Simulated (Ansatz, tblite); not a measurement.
# Li19 octahedron (Li₁₉−): one state, many levels

The task here is to estimate one member of a computed series from the others.

Program: Ansatz 0.2.0, Gaussian basis. Level of theory: as each input shows. These are calculated values, not measurements.

Plan: GFN1-xTB, GFN2-xTB, PBE/def2-TZVPD, r2SCAN/def2-TZVPD, ωB97X-V/def2-TZVPD, B3LYP/def2-TZVPD, LC-ωPBE(0.10)/def2-SVPD, LC-ωPBE(0.15)/def2-SVPD, LC-ωPBE(0.20)/def2-SVPD, LC-ωPBE(0.30)/def2-SVPD, PBE/def2-SVPD, PBE0/def2-SVPD, HF/STO-3G, MP2/def2-TZVPD, RPA/def2-TZVPD.

2 further runs of the same task are left out: 2 set aside as unsound or not needed. Runs told in other sessions of the task aren't counted.

## The geometry

The singlet was relaxed beforehand with r2SCAN/def2-SVPD.

19 atoms, charge -1, spin multiplicity 1.

Bond lengths: Li1–Li7 3.071 Å, Li10–Li11 3.070 Å.

The ion is computed in the gas phase, without counter-ions or solvent.

PBE0/def2-TZVPD was run before; its log isn't repeated, and its numbers join the tables.

Set-up of the first run:

Tight binding, by tblite at 300 K electronic temperature and without a spin-polarisation term:

```python
tblite.interface.Calculator('GFN1-xTB', numbers, positions, charge=-1, uhf=0).singlepoint()
```

Tight binding, by tblite at 300 K electronic temperature and without a spin-polarisation term:

```python
tblite.interface.Calculator('GFN2-xTB', numbers, positions, charge=-1, uhf=0).singlepoint()
```

start.molden holds the orbitals of an earlier run on this state, given as this run's starting guess.

Contents of in.yaml:

```yaml
crystal:
  periodic: [false, false, false]
  atoms:
    - {symbol: Li, position_ang: [-2.218563, -2.206730, 0.004521]}
    - {symbol: Li, position_ang: [-2.220781, 0.002128, -2.219072]}
    - {symbol: Li, position_ang: [-4.355792, 0.004029, 0.010762]}
    - {symbol: Li, position_ang: [-2.209088, 0.001233, 2.217952]}
    - {symbol: Li, position_ang: [-2.212656, 2.213559, -0.003083]}
    - {symbol: Li, position_ang: [-0.003450, -2.219342, -2.223329]}
    - {symbol: Li, position_ang: [-0.017670, -4.348943, 0.004154]}
    - {symbol: Li, position_ang: [-0.008795, -2.217531, 2.229349]}
    - {symbol: Li, position_ang: [2.209156, -2.228697, 0.004185]}
    - {symbol: Li, position_ang: [0.007982, 0.012389, -4.348970]}
    - {symbol: Li, position_ang: [0.006890, 2.209529, -2.204880]}
    - {symbol: Li, position_ang: [2.220501, -0.009274, -2.209883]}
    - {symbol: Li, position_ang: [0.000475, -0.016163, -0.007847]}
    - {symbol: Li, position_ang: [0.002340, 2.212475, 2.200263]}
    - {symbol: Li, position_ang: [2.205054, -0.010149, 2.211169]}
    - {symbol: Li, position_ang: [2.219266, 2.208640, -0.003604]}
    - {symbol: Li, position_ang: [0.004397, 0.018797, 4.360771]}
    - {symbol: Li, position_ang: [0.000421, 4.360535, -0.006162]}
    - {symbol: Li, position_ang: [4.353914, -0.018386, 0.011805]}
basis:
  gaussian: {orbitals: def2-TZVPD, initial_orbitals: start.molden}
total_charge: -1
hamiltonian: {xc: pbe}
scf: {omitted_lower_state_checks: [starts]}
output: {orbitals: {seedname: orbitals}}
```

Run with:

```bash
$ ansatz run in.yaml --threads 4 --pin off --events-out ev --progress --plain --max-ram 8704MiB
```

Steps of the session up to this table: PBE/def2-TZVPD; r2SCAN/def2-TZVPD; ωB97X-V/def2-TZVPD; B3LYP/def2-TZVPD; LC-ωPBE(0.10)/def2-SVPD; LC-ωPBE(0.15)/def2-SVPD; LC-ωPBE(0.20)/def2-SVPD; LC-ωPBE(0.30)/def2-SVPD; PBE/def2-SVPD; PBE0/def2-SVPD; HF/STO-3G; MP2/def2-TZVPD; RPA/def2-TZVPD.

One of the session's tables, all rows but one given; the rest of the session is left out.

| level | HOMO (eV) | LUMO (eV) | gap (eV) |
| --- | --- | --- | --- |
| HF/STO-3G | 0.11 | 3.69 | 3.58 |
| PBE/def2-SVPD | -0.61 | -0.04 | 0.56 |
| PBE/def2-TZVPD | -0.62 | -0.06 | 0.56 |
| r2SCAN/def2-TZVPD | -0.64 | 0.03 | 0.67 |
| B3LYP/def2-TZVPD | -0.74 | 0.34 | 1.08 |
| PBE0/def2-SVPD | -0.93 | 0.33 | 1.26 |
| PBE0/def2-TZVPD | -0.94 | 0.32 | 1.26 |
| ωB97X-V/def2-TZVPD | -1.87 | 1.44 | 3.31 |
| LC-ωPBE(0.10)/def2-SVPD | -1.63 | 1.03 | 2.66 |
| LC-ωPBE(0.15)/def2-SVPD | ? | ? | ? |
| LC-ωPBE(0.20)/def2-SVPD | -1.88 | 1.29 | 3.17 |
| LC-ωPBE(0.30)/def2-SVPD | -1.94 | 1.36 | 3.30 |

**Question.** Estimate the row for LC-ωPBE(0.15)/def2-SVPD.

As computed: HOMO (eV): -1.80; LUMO (eV): 1.21; gap (eV): 3.01. In the column «HOMO (eV)» it lies between ωB97X-V/def2-TZVPD (-1.87) and LC-ωPBE(0.10)/def2-SVPD (-1.63).

Limits of these values: The anion's highest level is positive in at least one run, so there the basis alone may hold the extra electron.
